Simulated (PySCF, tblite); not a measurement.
# Al11N12H13: electronic excitations

Aim: compute the electronic excitations of Al11N12H13.

Computed with tblite 0.8.0 and PySCF 2.14.0 and routines of our own; the level stands in each step. Atoms count from 0.

### Step 1. The starting structure

36 atoms, charge 0, multiplicity 1; geometry from: force field, distance geometry or constructed start.

### Step 2. Relaxing the molecule with GFN2-xTB

What the job is given:

```
{"job": {"kind": "relax", "xc": "GFN2-xTB", "basis": "xTB"}, "charge": 0, "multiplicity": 1}
N      1.563700     0.062100    -0.001600
Al    -0.003200     0.966500    -0.006900
N     -1.553600     0.061600     0.001000
Al    -1.559500    -1.731700    -0.006200
N     -0.001000    -2.637300     0.003400
Al     1.555500    -1.736600    -0.002600
N     -3.117600    -2.634400    -0.003300
Al    -3.114300    -4.433400     0.001500
N     -1.556100    -5.338200    -0.000400
Al    -0.002800    -4.436900     0.001600
N      3.115600     2.762700    -0.002100
Al     1.556300     3.661900    -0.000000
N     -0.003400     2.764600     0.005000
Al     3.119900     0.963300    -0.002700
N      1.556600     5.469000     0.000200
Al    -0.001900     6.364500     0.006300
N     -1.558400     5.465800     0.000900
Al    -1.559900     3.660500    -0.001000
N      3.117100    -2.634300     0.002500
N      1.561600    -5.335200     0.002700
Al     3.115400    -4.432300     0.001500
N     -3.118600     2.765400    -0.000200
Al    -3.114300     0.968500     0.006600
H     -4.022600    -2.120400    -0.001500
H     -4.450900    -5.203500     0.000900
H     -1.564900    -6.377000     0.002500
H      4.019100     3.286200    -0.000700
H      4.450800     0.194500     0.001200
H      2.460100     5.984300    -0.002000
H      0.001100     7.904300     0.003400
H     -2.455900     5.984500    -0.001100
H      4.016500    -2.114800     0.000200
H      1.557800    -6.376000    -0.001900
H      4.453500    -5.207400     0.003700
H     -4.017200     3.285700    -0.003300
H     -4.450900     0.196100    -0.002900
```

Command:

```sh
$ OMP_NUM_THREADS=2 python large_run.py task.json out
```

One launch serves the whole session: the jobs run in the order shown.

The log of the run:

```text
step      E/eV     max force
  0   -1475.10903    0.979
  1   -1475.20243    0.407
  2   -1475.22150    0.245
  3   -1475.23936    0.136
  4   -1475.24270    0.131
  5   -1475.24879    0.152
  6   -1475.25305    0.165
  7   -1475.25870    0.137
  8   -1475.26246    0.140
  9   -1475.26463    0.093
 10   -1475.26561    0.080
 11   -1475.26635    0.074
 12   -1475.26705    0.060
 13   -1475.26764    0.043
 14   -1475.26810    0.044
 15   -1475.26855    0.048
 16   -1475.26909    0.062
 17   -1475.26963    0.062
 18   -1475.26999    0.040
 19   -1475.27020    0.027
 20   -1475.27037    0.025
 21   -1475.27058    0.034
 22   -1475.27082    0.040
 23   -1475.27103    0.045
 24   -1475.27120    0.035
 25   -1475.27131    0.018
```

It took 1.1 s on 2 threads of Arm Neoverse V2, shared host; peak memory 0.16 GiB.

The steps of the relaxation:

```tsv
step	energy from step 0 (eV)	largest force (eV/Å)
0	0.0000	0.9790
1	-0.0934	0.4065
2	-0.1125	0.2458
3	-0.1303	0.1361
4	-0.1337	0.1310
5	-0.1398	0.1510
6	-0.1440	0.1646
7	-0.1497	0.1372
8	-0.1534	0.1404
9	-0.1556	0.0934
10	-0.1566	0.0801
11	-0.1573	0.0746
12	-0.1580	0.0597
13	-0.1586	0.0435
15	-0.1595	0.0471
16	-0.1601	0.0616
17	-0.1606	0.0612
18	-0.1610	0.0403
19	-0.1612	0.0269
21	-0.1616	0.0341
22	-0.1618	0.0400
23	-0.1620	0.0450
24	-0.1622	0.0350
25	-0.1623	0.0175
```

Distances of close pairs at the start and the end, largest changes first:

```tsv
bond	before (Å)	after (Å)	change (Å)
N10–H26	1.044	1.016	-0.028
Al1–N12	1.798	1.822	+0.024
Al1–N2	1.795	1.819	+0.024
N19–H32	1.041	1.017	-0.024
N14–H28	1.040	1.017	-0.023
N6–H23	1.041	1.019	-0.022
N21–H34	1.038	1.016	-0.022
N12–Al17	1.796	1.818	+0.022
```

The end geometry stands in the next job.

### Step 3. Electronic excitations: TDDFT PBE0/def2-SVP

What the job is given:

```
{"job": {"kind": "uv", "basis": "def2-SVP", "grid": 1, "kgrid": 0, "vcut": 1.5, "nstates": 6, "ntriplets": 2, "tda": false, "delta": ["ip_vertical"], "pop": true, "xc": "PBE0"}, "charge": 0, "multiplicity": 1}
N      1.593948     0.061226    -0.003455
Al    -0.000463     0.936597     0.000304
N     -1.594831     0.060865    -0.001245
Al    -1.564210    -1.752318    -0.000135
N     -0.000180    -2.669413    -0.000180
Al     1.563616    -1.751892     0.000293
N     -3.116719    -2.680111    -0.001854
Al    -3.149697    -4.476127    -0.000125
N     -1.582843    -5.359395     0.001197
Al    -0.000392    -4.484139     0.000699
N      3.126054     2.778606    -0.001503
Al     1.563394     3.686034     0.000247
N      0.000015     2.758869     0.000785
Al     3.150434     0.983151    -0.000697
N      1.540488     5.495347     0.000091
Al     0.000393     6.419620     0.001029
N     -1.539985     5.495706     0.000826
Al    -1.563246     3.686318     0.000325
N      3.115745    -2.679852     0.000076
N      1.581851    -5.359520     0.000208
Al     3.148537    -4.475713     0.001798
N     -3.125909     2.778759    -0.000819
Al    -3.150786     0.983145    -0.001126
H     -3.959170    -2.107271    -0.003285
H     -4.468196    -5.245545     0.001308
H     -1.548968    -6.376036     0.001822
H      3.991259     3.312068    -0.001639
H      4.510090     0.271102     0.000369
H      2.442645     5.965090    -0.000311
H      0.000498     7.945663     0.005048
H     -2.442147     5.965491     0.000565
H      3.958234    -2.107209     0.001075
H      1.548618    -6.376191     0.000434
H      4.467155    -5.244875     0.003709
H     -3.990809     3.312791    -0.000955
H     -4.510773     0.271312    -0.000199
```

Level: TDDFT PBE0/def2-SVP, vertical, gas phase, core orbitals frozen in the response, virtual orbitals cut by energy.

The log of the run:

```text
start: PBE on a coarse grid of 36995 points
cycle   1  E = -3327.3259520080  dE =  2.605e+00  |g| = 2.227e+00  |ddm| = 7.290e+00
cycle   2  E = -3321.8998196001  dE =  5.426e+00  |g| = 4.851e+00  |ddm| = 6.997e+00
cycle   3  E = -3328.4258087466  dE = -6.526e+00  |g| = 3.794e-01  |ddm| = 5.752e+00
cycle   4  E = -3328.4540227456  dE = -2.821e-02  |g| = 3.232e-01  |ddm| = 9.418e-01
cycle   5  E = -3328.4790821688  dE = -2.506e-02  |g| = 1.422e-01  |ddm| = 3.953e-01
cycle   6  E = -3328.4843805039  dE = -5.298e-03  |g| = 2.159e-02  |ddm| = 1.499e-01
cycle   7  E = -3328.4844777868  dE = -9.728e-05  |g| = 1.080e-02  |ddm| = 2.909e-02
cycle   8  E = -3328.4845004059  dE = -2.262e-05  |g| = 4.144e-03  |ddm| = 1.149e-02
final grid: 152466 points
cycle   9  E = -3329.3286229198  dE = -1.824e-02  |g| = 2.723e-02  |ddm| = 4.982e-01
cycle  10  E = -3329.3287174133  dE = -9.449e-05  |g| = 2.150e-02  |ddm| = 5.633e-02
cycle  11  E = -3329.3287970575  dE = -7.964e-05  |g| = 1.122e-02  |ddm| = 2.615e-02
cycle  12  E = -3329.3288301152  dE = -3.306e-05  |g| = 2.000e-03  |ddm| = 9.151e-03
cycle  13  E = -3329.3288295719  dE =  5.433e-07  |g| = 1.214e-03  |ddm| = 2.579e-03
cycle  14  E = -3329.3288337671  dE = -4.195e-06  |g| = 2.141e-04  |ddm| = 1.091e-03
cycle  15  E = -3329.3288323012  dE =  1.466e-06  |g| = 5.093e-05  |ddm| = 2.505e-04
converged SCF energy = -3329.3288323012

Static polarisability (au): isotropic 304.655, principal 189.063 333.539 391.361

Singlet excitations
state   eV       nm        f      main configurations
  1   4.8632    254.9   0.00000   H->L 0.82
  2   5.0492    245.6   0.00000   H-1->L 0.74, H->L+1 0.16
  3   5.0676    244.7   0.00039   H-3->L 0.37, H-2->L 0.35, H-4->L 0.17
  4   5.1208    242.1   0.00031   H-3->L 0.47, H-2->L 0.32
  5   5.2066    238.1   0.00133   H-4->L 0.64, H-2->L 0.18
  6   5.3399    232.2   0.00000   H-5->L 0.67, H-1->L+1 0.18

Triplet excitations (Tamm-Dancoff, eV): 4.7184 4.8554
```

Run time: 3 min. Hardware: 2 threads of Arm Neoverse V2, shared host; peak memory 1.6 GiB.

Warnings kept with the result: ip_vertical: open-shell SCF did not converge.

The orbitals next to the gap, with their largest atomic shares:

```tsv
orbital	eV	atoms
HOMO−4	-7.12	N12 31 %, N21 23 %, N10 22 %
HOMO−3	-7.05	N4 39 %, N18 6 %, N6 6 %
HOMO−2	-6.98	N18 25 %, N6 25 %, N12 8 %
HOMO−1	-6.86	N14 24 %, N16 24 %, N21 10 %
HOMO	-6.69	N8 18 %, N19 18 %, N6 15 %
LUMO	-0.89	Al1 16 %, Al5 10 %, Al3 10 %
LUMO+1	-0.31	Al9 14 %, Al11 11 %, Al17 11 %
LUMO+2	0.11	Al13 35 %, Al22 34 %, Al15 8 %
LUMO+3	0.30	Al22 40 %, Al13 40 %
```

Leading natural transition orbitals of singlet state 5: the hole lies on N10, N21 about 19 % each; N12 14 %; N6, N18 about 9 % each; the particle on Al1 12 %; N0, N2, N12 about 8 % each; 4 Al atoms about 6 % each.

Leading natural transition orbitals of singlet state 1: the hole lies on 4 N atoms about 13 % each; N8, N19 about 10 % each; the particle on Al1 11 %; Al3, Al5 about 8 % each; N0, N2, N4 about 8 % each.

Ground-state properties from the same run:

```tsv
property	computed
dipole moment (D)	1.26
polarisability (Å³)	45.15
HOMO–LUMO gap (eV)	5.80
−ε(HOMO) (eV)	6.69
```

The fields below are evaluated on a grid from the run's orbitals.

Frontier orbitals at PBE0/def2-SVP, with the share of their density that lies nearest to each atom:

```tsv
orbital	energy (eV)	lies on
HOMO	-6.69	4 N atoms about 16 % each; N0, N2 about 6 % each
LUMO	-0.89	Al1 12 %; N0, N2, N12 about 8 % each; Al3, Al5 about 7 % each
```

ELF in a plane through or near 36 of the atoms.

Ten even steps from ' ' (0.00) to '@' (1.00):
```
                                                        
                                                        
                        **@@%%        **@@%%            
                ..%%::  @@@@@@  ++..  @@@@@@**          
                ==@@%%----@@@@  @@##----@@@@**          
          ++%%    ##--%%%%::..  %%--%%%%..::            
          %%@@==..######--::++..%%####--::--..          
          ==####..##::  ++####..**::  ++**%%@@**        
    **@@::==%%##..**==::==%%%%..====..==%%%%@@**        
    @@@@##++..--..%%**%%++..--..%%**##**..::            
    @@@@##==..--..%%++%%==..--..%%++##++..::..          
    ++@@::==%%##..====::==%%%%..--==::==##%%@@**        
          ==####..**::  ++####..**::  ==**%%@@**        
          %%@@==..%%####::..++..%%####::..--..          
          **%%    ##..%%%%::..  ##..%%%%....            
                ==@@%%----@@@@  @@##----@@@@**          
                ..##::  @@@@@@  ++..  @@@@@@**          
                        **@@%%        **@@%%            
                                                        
                                                        
```
The map spans 21.1 Å across and 14.2 Å up, centred on the molecule. Atoms in the plane (x, y in Å): N0 (-0.1, -1.6), Al1 (-0.9, 0.0), N2 (-0.1, 1.6), Al3 (1.8, 1.6), N4 (2.7, 0.0), Al5 (1.8, -1.6), N6 (2.7, 3.1), Al7 (4.5, 3.1), N8 (5.4, 1.6), Al9 (4.5, 0.0), N10 (-2.8, -3.1), Al11 (-3.7, -1.6), N12 (-2.8, 0.0), Al13 (-1.0, -3.2), N14 (-5.5, -1.5), Al15 (-6.4, 0.0), N16 (-5.5, 1.5), Al17 (-3.7, 1.6), N18 (2.7, -3.1), N19 (5.4, -1.6), Al20 (4.5, -3.1), N21 (-2.8, 3.1), Al22 (-1.0, 3.2), H23 (2.1, 4.0), H24 (5.2, 4.5), H25 (6.4, 1.5), H26 (-3.3, -4.0), H27 (-0.3, -4.5), H28 (-6.0, -2.4), H29 (-7.9, 0.0), H30 (-6.0, 2.4), H31 (2.1, -4.0), H32 (6.4, -1.5), H33 (5.2, -4.5), H34 (-3.3, 4.0), H35 (-0.3, 4.5).

On the surface of density 0.002 e/bohr³ the electrostatic potential runs, from the 1st to the 99th percentile, from -0.71 to 2.01 V.

### Step 4. Results

```
                                quantity                        value
          lowest singlet (PBE0/def2-SVP)  4.86 eV (255 nm), f = 0.000
brightest single state of those computed  state 5, 5.21 eV, f = 0.001
                          lowest triplet                      4.72 eV
   surface potential, 1st and 99th percentile           -0.71 V and 2.01 V
```

What this shows: The first singlet state (HOMO→LUMO 0.82) lies at 4.86 eV and is dark; of the 6 states computed, the strongest absorption comes from state 5 at 5.21 eV. The lowest triplet lies 0.14 eV below the lowest singlet (triplets in Tamm-Dancoff, singlets in full TDDFT). By nearest atom (PBE0/def2-SVP), the HOMO sits on 4 N atoms about 16 % each; N0, N2 about 6 % each and the LUMO on Al1 12 %; N0, N2, N12 about 8 % each.
